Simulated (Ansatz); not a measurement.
# PW: further runs on the relaxed cell

An exercise on one series of results from a longer session: the logs are not shown, and one member is left open.

Computed with Ansatz 0.2.0 (DFT PBEsol, scalar-relativistic, plane waves, PAW, unless a step's input says otherwise).

2 further runs of the same task are left out: 2 set aside as unsound or not needed. Runs told in other sessions of the task aren't counted.

## The system as given

Symmetry: Pnma, No. 62, orthorhombic system. The conventional cell has a = 5.690 Å, b = 3.226 Å, c = 6.223 Å, α = 90.00°, β = 90.00°, γ = 90.00°. Around P (site symmetry m) lie 6 W at 2.46 to 2.53 Å. W (site symmetry m) is surrounded by 6 P at 2.46 to 2.53 Å.

Coordinates:

```cif
data_structure
_symmetry_space_group_name_H-M 'Pnma'
_symmetry_Int_Tables_number 62
_cell_length_a 5.6902
_cell_length_b 3.2256
_cell_length_c 6.2234
_cell_angle_alpha 90.000
_cell_angle_beta 90.000
_cell_angle_gamma 90.000
_cell_volume 114.23
loop_
_atom_site_label
_atom_site_type_symbol
_atom_site_symmetry_multiplicity
_atom_site_Wyckoff_symbol
_atom_site_fract_x
_atom_site_fract_y
_atom_site_fract_z
_atom_site_occupancy
P1 P 4 c 0.81786 0.75000 0.56496 1
W1 W 4 c 0.98668 0.75000 0.18810 1
```

This cell was relaxed beforehand with the same method: volume 14.28 Å³/atom, gap on the mesh none (metal).

Set-up of the first run:

Contents of input.yaml:

```yaml
crystal:
  lattice:
    - [5.632682121, 0.0, 0.0]
    - [0.0, 3.1930288514, 0.0]
    - [0.0, 0.0, 6.1605019134]
  atoms:
    - { symbol: P, position: [0.8178626251, 0.75, 0.5649648922] }
    - { symbol: P, position: [0.1821373749, 0.25, 0.4350351078] }
    - { symbol: P, position: [0.6821373749, 0.25, 0.0649648922] }
    - { symbol: P, position: [0.3178626251, 0.75, 0.9350351078] }
    - { symbol: W, position: [-0.0133186353, 0.75, 0.1880964439] }
    - { symbol: W, position: [0.0133186353, 0.25, 0.8119035561] }
    - { symbol: W, position: [0.5133186353, 0.25, 0.6880964439] }
    - { symbol: W, position: [0.4866813647, 0.75, 0.3119035561] }
basis:
  ecutwfc: 420
kpoints:
  mp_grid: { grid: [6, 12, 6] }
hamiltonian:
  xc: pbesol
scf:
  occupations: { method: gaussian, width: 0.1 }
output:
  forces: true
  stress: true
  eigenvalues: true
relax:
  adjacent_minimum: "off"
  f_tol: 0.01
  max_steps: 30
  cell: { stress_tol: 0.1, fix: [volume] }
```

Started as:

```
$ ansatz run input.yaml --threads 2 --pin off --max-ram 5120MiB --backend cpu --events-out ev --progress --plain --runs-dir out
```

Among the steps run: Volume × 0.97; Point at V/V0 = 1.03; The cell scaled to 0.94 of its volume; Point at V/V0 = 1.06; The cell scaled to 0.91 of its volume; The cell scaled to 1.10 of its volume; Point at V/V0 = 0.88.

One table of the session follows, with a row left open; its other results are not shown here.

It belongs to the step «Energy against volume». 

| volume (Å³/atom) | energy above the lowest point (meV/atom) | pressure (GPa) |
| --- | --- | --- |
| 12.565 | 190.2 | 40.05 |
| 12.993 | 100.5 | 27.38 |
| 13.421 | 42.1 | 16.67 |
| 13.850 | 9.9 | 7.64 |
| 14.278 | 0.0 | -0.04 |
| 14.707 | 9.0 | -6.52 |
| 15.135 | ? | ? |
| 15.706 | 87.7 | -17.82 |

**Question.** Estimate the row for volume (Å³/atom) = 15.135.

Worked estimate for «energy above the lowest point (meV/atom)». A straight line through the neighbours (14.707, 9.0) and (15.706, 87.7) gives 9.0 + (87.7 − 9.0) × (15.135 − 14.707) / (15.706 − 14.707) = 42.7; a parabola fitted to 3 rows on both sides gives 32.8.

As computed: energy above the lowest point (meV/atom): 33.9; pressure (GPa): -12.00. In «energy above the lowest point (meV/atom)» the line misses by +8.8 and the parabola by -1.1.
